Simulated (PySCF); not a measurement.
# [Y(OH)4]−: other functionals and bases at one geometry

One table from this session's results is given with a row withheld; the runs are named, their logs left out.

Method: several levels, as the steps say, no spin–orbit coupling; program: PySCF 2.14.0.

1 further run of the same task is left out (for a known fault of the program).

## The starting structure

9 atoms, charge -1, spin multiplicity 1.

Bond lengths: Y1–O2 2.123 Å, Y1–O4 2.123 Å, Y1–O6 2.123 Å, Y1–O8 2.123 Å, O2–H3 0.959 Å, O4–H5 0.959 Å, O6–H7 0.959 Å, O8–H9 0.959 Å. Angles: O2–Y1–O4 113.1°, O2–Y1–O6 107.7°, O2–Y1–O8 107.7°, O4–Y1–O6 107.7°, O4–Y1–O8 107.7°, O6–Y1–O8 113.1°, Y1–O2–H3 130.2°, Y1–O4–H5 130.2°, Y1–O6–H7 130.2°, Y1–O8–H9 130.2°.

Geometry (Å):

```xyz
9

Y     0.0000    0.0000    0.0003
O     1.1623    1.3361    1.1707
H     2.1103    1.4796    1.1889
O    -1.1623   -1.3361    1.1707
H    -2.1103   -1.4796    1.1889
O     1.3358   -1.1626   -1.1703
H     1.4763   -2.1112   -1.1895
O    -1.3358    1.1626   -1.1703
H    -1.4763    2.1112   -1.1895
```

Formal oxidation states: Y +3. An earlier session relaxed this geometry at PBE0, Y def2-SVP with ECP28, O def2-SVP, H def2-SVP (singlet, point group S4).

At PBE0 on the finer grid: E = -341.331505 Eh, HOMO -2.54 eV, LUMO 3.82 eV, Mulliken charge on Y1 +0.64 e, largest force component 0.023 eV/Å. 

Levels to run: HF; M06-L; PBE0, TZVP. Hardware: 2 threads of Arm Neoverse V1, shared host.

The first run:

run.py (the lines that set the calculation) reads:

```python
mol = gto.M(atom='''
Y      0.00000     0.00000     0.00030
O      1.16231     1.33613     1.17071
H      2.11034     1.47956     1.18891
O     -1.16231    -1.33613     1.17071
H     -2.11034    -1.47956     1.18891
O      1.33585    -1.16257    -1.17031
H      1.47634    -2.11120    -1.18947
O     -1.33585     1.16257    -1.17031
H     -1.47634     2.11120    -1.18947''',
    basis={'Y': 'def2-SVP', 'O': 'def2-SVP', 'H': 'def2-SVP'},
    ecp={'Y': 'def2-SVP'},
    charge=-1, spin=0)
mf = scf.RHF(mol)
mf = mf.density_fit()  # fitting sets: Y def2-universal-JKFIT, O def2-universal-JKFIT, H def2-universal-JKFIT
mf.conv_tol = 1e-08; mf.max_cycle = 55
mf.kernel(dm0)  # dm0: the density of the relaxed state
```

On the command line:

```
$ OMP_NUM_THREADS=2 python run.py
```

Among the steps run: HF; M06-L; PBE0, TZVP.

One of the session's tables, all rows but one given; the rest of the session is left out.

| level | HOMO (eV) | gap (eV) | charge on Y1 (e) | largest force component (eV/Å) |
| --- | --- | --- | --- | --- |
| PBE0 (relaxed here) | -2.54 | 6.36 | 0.64 | 0.02 |
| HF | -6.93 | 12.49 | 1.23 | 1.29 |
| M06-L | ? | ? | ? | ? |
| PBE0, TZVP | -2.91 | 6.60 | 1.29 | 0.29 |

Estimate the missing values for M06-L.

As computed: HOMO (eV): -1.00; gap (eV): 5.41; charge on Y1 (e): 0.85; largest force component (eV/Å): 0.20. In the column «HOMO (eV)» it is the highest.

In one basis the HOMO–LUMO gap runs from 5.41 eV (M06-L) to 12.49 eV (HF). The largest leftover force, 1.29 eV/Å with HF, stands at a geometry relaxed at another level. Total energies of different levels can't be compared.
